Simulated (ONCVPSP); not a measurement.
# Changing the settings of an ONCV potential for Cu, part 2 of 2

Aim: generate and test one potential in full, then change one design choice at a time and see what happens to hardness, ghosts and transferability.

ONCVPSP 4.0.1; first potential PBE, scalar-relativistic. The steps go on from the part before.

**6. Variant: core correction polynomial model core, fcfact 0.22 (was polynomial model core, fcfact 0.4)**

Cu.dat reads:

```
# ATOM AND REFERENCE CONFIGURATION
# atsym  z   nc   nv     iexc    psfile
  Cu 29.00    5    2        4      upf
#
#   n    l    f
    1    0    2.00
    2    0    2.00
    2    1    6.00
    3    0    2.00
    3    1    6.00
    3    2   10.00
    4    0    1.00
#
# PSEUDOPOTENTIAL AND OPTIMIZATION
# lmax
    2
#
#   l,   rc,      ep,       ncon, nbas, qcut
    0    1.95    0.00    4    9    3.50
    1    1.75    0.12    4    9    4.60
    2    1.55    0.00    4    9   10.30
#
# LOCAL POTENTIAL
# lloc, lpopt,  rc(5),   dvloc0
    4    5    1.00   -1.00
#
# VANDERBILT-KLEINMAN-BYLANDER PROJECTORs
# l, nproj, debl
    0    2    1.20
    1    2    2.40
    2    2    2.20
#
# MODEL CORE CHARGE
# icmod, fcfact, rcfact
    1    0.22    0.00
#
# LOG DERIVATIVE ANALYSIS
# epsh1, epsh2, depsh
   -2.00    5.00    0.02
#
# OUTPUT GRID
# rlmax, drl
    6.00    0.01
#
# TEST CONFIGURATIONS
# ncnf
    4
# nvcnf
#   n    l    f
    2
    3    2   10.00
    4    0    0.00
#
    2
    3    2    9.00
    4    0    0.00
#
    2
    3    2    8.00
    4    0    0.00
#
    2
    3    2    7.00
    4    0    0.00
#
```

Launch:

```bash
$ oncvpsp.x < Cu.dat > Cu.out
```

The output, Cu.out (without the consistency checks and plot data):

```text
ONCVPSP  (Optimized Norm-Conservinng Vanderbilt PSeudopotential)
scalar-relativistic version 4.0.1

[... all-electron levels as in step 2 ...]

Begin loop to  construct optimized pseudo wave functions
and semi-local pseudopoentials for all angular momenta

   Wellstate for l =  0  n =  5
     eigenvalue =   1.0306
     asymptotic potential =   1.5306
     half-point radius =  3.6331

Calculating optimized projector #   1

 for l=   0

    Fraction of norm inside rc  0.215083
    Optimizing pswf for qcut=   3.51 a_B^-1,  ecut=   6.14 Ha
    Residual kinetic energy error=  3.08D-04 Ha

    Energy error per electron        Cutoff
         Ha          eV             Ha
         0.01000     0.27211        3.12
         0.00100     0.02721        5.18
         0.00010     0.00272       11.00
         0.00001     0.00027       51.99

Calculating optimized projector #   2

 for l=   0

    Fraction of norm inside rc  0.228902
    Optimizing pswf for qcut=   3.51 a_B^-1,  ecut=   6.14 Ha
    Residual kinetic energy error=  1.28D-03 Ha

    Energy error per electron        Cutoff
         Ha          eV             Ha
         0.01000     0.27211        4.80
         0.00100     0.02721        6.77
         0.00010     0.00272       53.32
         0.00001     0.00027       81.35

   Wellstate for l =  1  n =  4
     eigenvalue =   0.1200
     asymptotic potential =   0.6200
     half-point radius =  4.3750

   Wellstate for l =  1  n =  6
     eigenvalue =   2.5200
     asymptotic potential =   3.0200
     half-point radius =  3.9618

Calculating optimized projector #   1

 for l=   1

    Fraction of norm inside rc  0.107679
    Optimizing pswf for qcut=   4.59 a_B^-1,  ecut=  10.55 Ha
    Residual kinetic energy error=  5.29D-04 Ha

    Energy error per electron        Cutoff
         Ha          eV             Ha
         0.01000     0.27211        1.28
         0.00100     0.02721        4.50
         0.00010     0.00272       72.65
         0.00001     0.00027       90.80

Calculating optimized projector #   2

 for l=   1

    Fraction of norm inside rc  0.126582
    Optimizing pswf for qcut=   4.59 a_B^-1,  ecut=  10.55 Ha
    Residual kinetic energy error=  4.73D-02 Ha

    Energy error per electron        Cutoff
         Ha          eV             Ha
         0.01000     0.27211       46.27
         0.00100     0.02721      108.71
         0.00010     0.00272      127.68
         0.00001     0.00027      181.23

   Wellstate for l =  2  n =  5
     eigenvalue =   2.0148
     asymptotic potential =   2.5148
     half-point radius =  3.6087

Calculating optimized projector #   1

 for l=   2

    Fraction of norm inside rc  0.829067
    Optimizing pswf for qcut=  10.31 a_B^-1,  ecut=  53.14 Ha
    Residual kinetic energy error=  1.54D-05 Ha

    Energy error per electron        Cutoff
         Ha          eV             Ha
         0.01000     0.27211       36.29
         0.00100     0.02721       42.64
         0.00010     0.00272       47.90
         0.00001     0.00027      118.52

Calculating optimized projector #   2

 for l=   2

    Fraction of norm inside rc  0.104974
    Optimizing pswf for qcut=  10.31 a_B^-1,  ecut=  53.14 Ha
    Residual kinetic energy error=  1.79D-05 Ha

    Energy error per electron        Cutoff
         Ha          eV             Ha
         0.01000     0.27211       36.06
         0.00100     0.02721       43.49
         0.00010     0.00272       49.10
         0.00001     0.00027       62.07

Construct Vanderbilt / Kleinmman-Bylander projectors

B matrix Hermiticity error, ll=   0
   1   2    5.1780E-05

  Orthonormal projector coefficients  7.8307E+00  7.2424E-01

B matrix Hermiticity error, ll=   1
   1   2   -8.7861E-05

  Orthonormal projector coefficients  2.2147E+01  2.6394E+00

B matrix Hermiticity error, ll=   2
   1   2   -2.1055E-04

  Orthonormal projector coefficients -6.2314E+00 -2.6156E+00

Model core correction analysis
  based on d2Exc/dn_idn_j

d2excae - all-electron derivatives

   -2.398819D-02   -3.319825D-03
   -3.859118D-03   -3.643441D-03

d2excps - pseudofunction derivatives with no core correction

   -3.707450D-02   -3.695934D-03
   -4.395404D-03   -4.092509D-03

rms 2nd derivative error    6.555193E-03

Polynomial model core charge

d2excps - pseudofunction derivatives with core correction

   -3.060351D-02   -3.316772D-03
   -3.855983D-03   -3.648397D-03

rms 2nd derivative error    3.307660E-03

Pseudoatom total energy  -47.007536

Diagnostic tests using Vanderbilt-Kleinman-Bylander pseudopotentials
  1 or more projectors used as specified by nproj input data

   l    rcore       rmatch      e in        delta e   norm test  slope test

   0   1.9599387   2.0194467  -0.1694110  -0.0000003   1.0000184   1.0000105
   0   1.9599387   2.0194467   1.0305890   0.0000029   1.0001183   1.0001183

   1   1.7598629   1.8132961   0.1200000   0.0000050   1.0000793   1.0000793
   1   1.7598629   1.8132961   2.5200000   0.0000125   1.0003838   1.0003838

   2   1.5521055   1.5992308  -0.1851647  -0.0000021   1.0001209   1.0001276
   2   1.5521055   1.5992308   2.0148353   0.0000392   1.0001681   1.0001681

 Testing for bound ghosts
   n   l    E NL Schr. Eq   E Basis Diag.   E Cutoff

       0                       -2.364316     90.18  WARNING - GHOST(-)
   1   0       -0.169411       -0.153058     90.18

   2   1       -0.025621        0.079810    126.50

   3   2       -0.185167       -0.182956    184.10

 Testing for highly-localized positive-energy ghosts
       l    <radius>/rc     E Basis Diag.   E Cutoff

       1        0.395495        3.084308    126.50  WARNING - GHOST(+)

Test configuration 0

   n   l     f        eae           eps        diff
   1   0  2.0000 -325.27451999
   2   0  2.0000  -39.04522397
   2   1  6.0000  -33.69828223
   3   0  2.0000   -4.21529237
   3   1  6.0000   -2.65123870
   3   2 10.0000   -0.18516466   -0.18516676   -2.10D-06
   4   0  1.0000   -0.16941097   -0.16941128   -3.14D-07

    Total energies and differences
      AE_ref= -1.65484922D+03  AE_tst= -1.65484922D+03  dif=  0.00D+00
      PS_ref= -4.70075359D+01  PS_tst= -4.70075359D+01  dif=  1.85D-13
      PSP excitation error= -1.85D-13

Test configuration 1

   n   l     f        eae           eps        diff
   1   0  2.0000 -325.59186900
   2   0  2.0000  -39.35290449
   2   1  6.0000  -34.00678728
   3   0  2.0000   -4.53200588
   3   1  6.0000   -2.96913099
   3   2 10.0000   -0.50194273   -0.50148391    4.59D-04

    Total energies and differences
      AE_ref= -1.65484922D+03  AE_tst= -1.65454971D+03  dif=  3.00D-01
      PS_ref= -4.70075359D+01  PS_tst= -4.67077977D+01  dif=  3.00D-01
      PSP excitation error= -2.25D-04

Test configuration 2

   n   l     f        eae           eps        diff
   1   0  2.0000 -326.21755518
   2   0  2.0000  -39.99094519
   2   1  6.0000  -34.64342349
   3   0  2.0000   -5.15541721
   3   1  6.0000   -3.58743895
   3   2  9.0000   -1.08881248   -1.09103435   -2.22D-03

    Total energies and differences
      AE_ref= -1.65484922D+03  AE_tst= -1.65376575D+03  dif=  1.08D+00
      PS_ref= -4.70075359D+01  PS_tst= -4.59231766D+01  dif=  1.08D+00
      PSP excitation error= -8.91D-04

Test configuration 3

psatom: WARNING lschvkbb convergence error n,l,iter=   3   2   3
ea(ii),et,emin,emax -1.851668E-01 -2.036834E-01 -2.036834E-01 -2.036834E-01
run_config: WARNING for fully non-local PS atom, stg. 1
 WARNING no output for configuration 4

Test configuration 4

psatom: WARNING lschvkbb convergence error n,l,iter=   3   2   3
ea(ii),et,emin,emax -1.851668E-01 -2.036834E-01 -2.036834E-01 -2.036834E-01
run_config: WARNING for fully non-local PS atom, stg. 1
 WARNING no output for configuration 5
```

Wall time 3.8 s (1 thread, shared host).

2 tests gave no usable energy difference (3d8 4s0; 3d7 4s0).

Excitation and ionisation energies from 3d10 4s1, with the error of the potential.

| valence configuration | charge | ΔE all-electron (eV) | error AE − PS (meV) |
| --- | --- | --- | --- |
| 3d10 4s0 | +1 | 8.150 | -6.1 |
| 3d9 4s0 | +2 | 29.483 | -24 |

Compared with the first run, the loose cutoff stays at 43 Ha, the largest error in the tests that it solved is -24 meV (3d9 4s0) and a bound ghost remains (s). The cutoff and ghost tests hold the potential at its reference, so a core or compensation setting can't move them.

**7. Now with p: ncon 4 → 5, nbas 9 → 10**

Cu.dat, as its differences from that of step 6:

```diff
@@ -19,3 +19,3 @@
     0    1.95    0.00    4    9    3.50
-    1    1.75    0.12    4    9    4.60
+    1    1.75    0.12    5   10    4.60
     2    1.55    0.00    4    9   10.30
@@ -34,3 +34,3 @@
 # icmod, fcfact, rcfact
-    1    0.22    0.00
+    1    0.40    0.00
 #
```

Launch:

```bash
$ oncvpsp.x < Cu.dat > Cu.out
```

Output in Cu.out (without the consistency checks and plot data):

```text
ONCVPSP  (Optimized Norm-Conservinng Vanderbilt PSeudopotential)
scalar-relativistic version 4.0.1

[... all-electron levels as in step 2 ...]

Begin loop to  construct optimized pseudo wave functions
and semi-local pseudopoentials for all angular momenta

   Wellstate for l =  0  n =  5
     eigenvalue =   1.0306
     asymptotic potential =   1.5306
     half-point radius =  3.6331

Calculating optimized projector #   1

 for l=   0

    Fraction of norm inside rc  0.215083
    Optimizing pswf for qcut=   3.51 a_B^-1,  ecut=   6.14 Ha
    Residual kinetic energy error=  3.08D-04 Ha

    Energy error per electron        Cutoff
         Ha          eV             Ha
         0.01000     0.27211        3.12
         0.00100     0.02721        5.18
         0.00010     0.00272       11.00
         0.00001     0.00027       51.99

Calculating optimized projector #   2

 for l=   0

    Fraction of norm inside rc  0.228902
    Optimizing pswf for qcut=   3.51 a_B^-1,  ecut=   6.14 Ha
    Residual kinetic energy error=  1.28D-03 Ha

    Energy error per electron        Cutoff
         Ha          eV             Ha
         0.01000     0.27211        4.80
         0.00100     0.02721        6.77
         0.00010     0.00272       53.32
         0.00001     0.00027       81.35

   Wellstate for l =  1  n =  4
     eigenvalue =   0.1200
     asymptotic potential =   0.6200
     half-point radius =  4.3750

   Wellstate for l =  1  n =  6
     eigenvalue =   2.5200
     asymptotic potential =   3.0200
     half-point radius =  3.9618

Calculating optimized projector #   1

 for l=   1

    Fraction of norm inside rc  0.107679
    Optimizing pswf for qcut=   4.59 a_B^-1,  ecut=  10.55 Ha
    Residual kinetic energy error=  2.50D-03 Ha

    Energy error per electron        Cutoff
         Ha          eV             Ha
         0.01000     0.27211        1.47
         0.00100     0.02721       37.41
         0.00010     0.00272      102.66
         0.00001     0.00027      115.02

Calculating optimized projector #   2

 for l=   1

    Fraction of norm inside rc  0.126582
    Optimizing pswf for qcut=   4.59 a_B^-1,  ecut=  10.55 Ha
    Residual kinetic energy error=  5.60D-02 Ha

    Energy error per electron        Cutoff
         Ha          eV             Ha
         0.01000     0.27211       17.85
         0.00100     0.02721      114.95
         0.00010     0.00272      137.11
         0.00001     0.00027      149.24

   Wellstate for l =  2  n =  5
     eigenvalue =   2.0148
     asymptotic potential =   2.5148
     half-point radius =  3.6087

Calculating optimized projector #   1

 for l=   2

    Fraction of norm inside rc  0.829067
    Optimizing pswf for qcut=  10.31 a_B^-1,  ecut=  53.14 Ha
    Residual kinetic energy error=  1.54D-05 Ha

    Energy error per electron        Cutoff
         Ha          eV             Ha
         0.01000     0.27211       36.29
         0.00100     0.02721       42.64
         0.00010     0.00272       47.90
         0.00001     0.00027      118.52

Calculating optimized projector #   2

 for l=   2

    Fraction of norm inside rc  0.104974
    Optimizing pswf for qcut=  10.31 a_B^-1,  ecut=  53.14 Ha
    Residual kinetic energy error=  1.79D-05 Ha

    Energy error per electron        Cutoff
         Ha          eV             Ha
         0.01000     0.27211       36.06
         0.00100     0.02721       43.49
         0.00010     0.00272       49.10
         0.00001     0.00027       62.07

Construct Vanderbilt / Kleinmman-Bylander projectors

B matrix Hermiticity error, ll=   0
   1   2    5.1780E-05

  Orthonormal projector coefficients  7.8307E+00  7.2424E-01

B matrix Hermiticity error, ll=   1
   1   2   -8.7648E-05

  Orthonormal projector coefficients -1.5361E+01  3.4379E+00

B matrix Hermiticity error, ll=   2
   1   2   -2.1055E-04

  Orthonormal projector coefficients -6.2314E+00 -2.6156E+00

Model core correction analysis
  based on d2Exc/dn_idn_j

d2excae - all-electron derivatives

   -2.398819D-02   -3.319825D-03
   -3.859118D-03   -3.643441D-03

d2excps - pseudofunction derivatives with no core correction

   -3.707450D-02   -3.695934D-03
   -4.395404D-03   -4.092509D-03

rms 2nd derivative error    6.555193E-03

Polynomial model core charge

d2excps - pseudofunction derivatives with core correction

   -2.738895D-02   -3.268191D-03
   -3.807397D-03   -3.628068D-03

rms 2nd derivative error    1.700788E-03

Pseudoatom total energy  -47.224321

Diagnostic tests using Vanderbilt-Kleinman-Bylander pseudopotentials
  1 or more projectors used as specified by nproj input data

   l    rcore       rmatch      e in        delta e   norm test  slope test

   0   1.9599387   2.0194467  -0.1694110  -0.0000003   1.0000184   1.0000105
   0   1.9599387   2.0194467   1.0305890   0.0000029   1.0001183   1.0001183

   1   1.7598629   1.8132961   0.1200000   0.0000054   1.0002462   1.0002462
run_diag: lschvkbbe ERROR   2   2   1  60  2.51999999E+00  2.21799999E+00
   1   1.7598629   1.8132961   2.5200000  -0.3020000   0.1826695   0.2702630

   2   1.5521055   1.5992308  -0.1851647  -0.0000021   1.0001209   1.0001276
   2   1.5521055   1.5992308   2.0148353   0.0000392   1.0001681   1.0001681

 Testing for bound ghosts
   n   l    E NL Schr. Eq   E Basis Diag.   E Cutoff

       0                       -2.364316     90.18  WARNING - GHOST(-)
   1   0       -0.169411       -0.153058     90.18

       1                       -1.635783    160.36  WARNING - GHOST(-)
   2   1       -0.025594        0.079817    160.36

   3   2       -0.185167       -0.182956    184.10

 Testing for highly-localized positive-energy ghosts
       l    <radius>/rc     E Basis Diag.   E Cutoff

Test configuration 0

   n   l     f        eae           eps        diff
   1   0  2.0000 -325.27451999
   2   0  2.0000  -39.04522397
   2   1  6.0000  -33.69828223
   3   0  2.0000   -4.21529237
   3   1  6.0000   -2.65123870
   3   2 10.0000   -0.18516466   -0.18516676   -2.10D-06
   4   0  1.0000   -0.16941097   -0.16941128   -3.14D-07

    Total energies and differences
      AE_ref= -1.65484922D+03  AE_tst= -1.65484922D+03  dif=  0.00D+00
      PS_ref= -4.72243212D+01  PS_tst= -4.72243212D+01  dif= -3.27D-13
      PSP excitation error=  3.27D-13

Test configuration 1

   n   l     f        eae           eps        diff
   1   0  2.0000 -325.59186900
   2   0  2.0000  -39.35290449
   2   1  6.0000  -34.00678728
   3   0  2.0000   -4.53200588
   3   1  6.0000   -2.96913099
   3   2 10.0000   -0.50194273   -0.50148033    4.62D-04

    Total energies and differences
      AE_ref= -1.65484922D+03  AE_tst= -1.65454971D+03  dif=  3.00D-01
      PS_ref= -4.72243212D+01  PS_tst= -4.69245618D+01  dif=  3.00D-01
      PSP excitation error= -2.46D-04

Test configuration 2

   n   l     f        eae           eps        diff
   1   0  2.0000 -326.21755518
   2   0  2.0000  -39.99094519
   2   1  6.0000  -34.64342349
   3   0  2.0000   -5.15541721
   3   1  6.0000   -3.58743895
   3   2  9.0000   -1.08881248   -1.09134149   -2.53D-03

    Total energies and differences
      AE_ref= -1.65484922D+03  AE_tst= -1.65376575D+03  dif=  1.08D+00
      PS_ref= -4.72243212D+01  PS_tst= -4.61398275D+01  dif=  1.08D+00
      PSP excitation error= -1.03D-03

Test configuration 3

psatom: WARNING lschvkbb convergence error n,l,iter=   3   2   3
ea(ii),et,emin,emax -1.851668E-01 -2.036834E-01 -2.036834E-01 -2.036834E-01
run_config: WARNING for fully non-local PS atom, stg. 1
 WARNING no output for configuration 4

Test configuration 4

psatom: WARNING lschvkbb convergence error n,l,iter=   3   2   3
ea(ii),et,emin,emax -1.851668E-01 -2.036834E-01 -2.036834E-01 -2.036834E-01
run_config: WARNING for fully non-local PS atom, stg. 1
 WARNING no output for configuration 5
```

It took 3.9 s on 1 thread, shared host.

2 tests gave no usable energy difference (3d8 4s0; 3d7 4s0).

The tests as a table, with energies relative to 3d10 4s1.

```csv
valence configuration,charge,ΔE all-electron (eV),error AE − PS (meV)
3d10 4s0,+1,8.150,-6.7
3d9 4s0,+2,29.483,-28
```

Against the first potential, the loose cutoff stays at 43 Ha, the largest error in the tests that it solved is -28 meV (3d9 4s0) and a bound ghost stands, in more channels than before (s, p).

**8. Results**

This closing draws on all 2 parts.

Cutoffs, loose and tight: the cutoffs (Ha) at which the residual kinetic energy of the hardest occupied pseudo-wave falls to 1 and 0.1 mHa per electron; empty and scattering waves don't count. The number of plane waves in a given cell goes as the cutoff to the power 3/2; it is given for the loose cutoff, relative to the first potential. Test errors are all-electron less pseudo; runs with another core, reference, functional or relativity have tests of their own. The phase difference is the largest within 0.5 Ha of zero, over the channels with partial waves. The table holds 3 more runs of the series, not printed above.

```tsv
change	outcome	cutoff, loose	cutoff, tight	plane waves, relative	bound ghosts	largest test error (meV)	phase difference near zero (rad)
first potential	generated	43 Ha	48 Ha	1.00	s	-28 (2 tests unsolved)	0.005
core correction polynomial model core, fcfact 0.22 (was polynomial model core, fcfact 0.4)	generated	43 Ha	48 Ha	1.00	s	-24 (2 tests unsolved)	0.005
p: ncon 4 → 5, nbas 9 → 10	generated	43 Ha	48 Ha	1.00	s, p	-28 (2 tests unsolved)	0.003
s: qcut 3.5 → 3.1 1/bohr	generated	43 Ha	48 Ha	1.00	s	-32 (2 tests unsolved)	0.005
d: nproj 2 → 1	generated	43 Ha	48 Ha	1.00	s	-57 (2 tests unsolved)	0.012
core [Ne], valence charge 19; reference 3s2 3p6 3d10 4s1; waves now 3s+4s: rc 1.10 bohr, ncon 4, nbas 7, qcut 11 1/bohr, 3 projectors, debl 4 Ha; 3p: rc 0.80 bohr, ncon 4, nbas 9, qcut 11 1/bohr, 2 projectors, debl 0.8 Ha; 3d: rc 1.00 bohr, ncon 3, nbas 8, qcut 16.4 1/bohr, 2 projectors, debl 1.3 Ha; local potential polynomial inside 0.60 bohr (lpopt 5, dvloc0 3 Ha)	generated	97 Ha	190 Ha	3.43	none	-4.5 (1 test unsolved)	0.000
```

**Reading.** 5 of the potentials share the lowest cutoff, 43 Ha; the highest cutoff read, 97 Ha, costs 3.4 times the plane waves. 5 of the 6 potentials written have a bound ghost.

The first potential by itself. It has a bound ghost (s), a state that the atom doesn't have, and that rules the file out. The worst unpolarised test, 3d9 4s0, is off by 28 meV on 29.5 eV; by total energies transferability rates as fair where solved. Of the tests 2 gave no usable energy difference, which is a warning in itself.
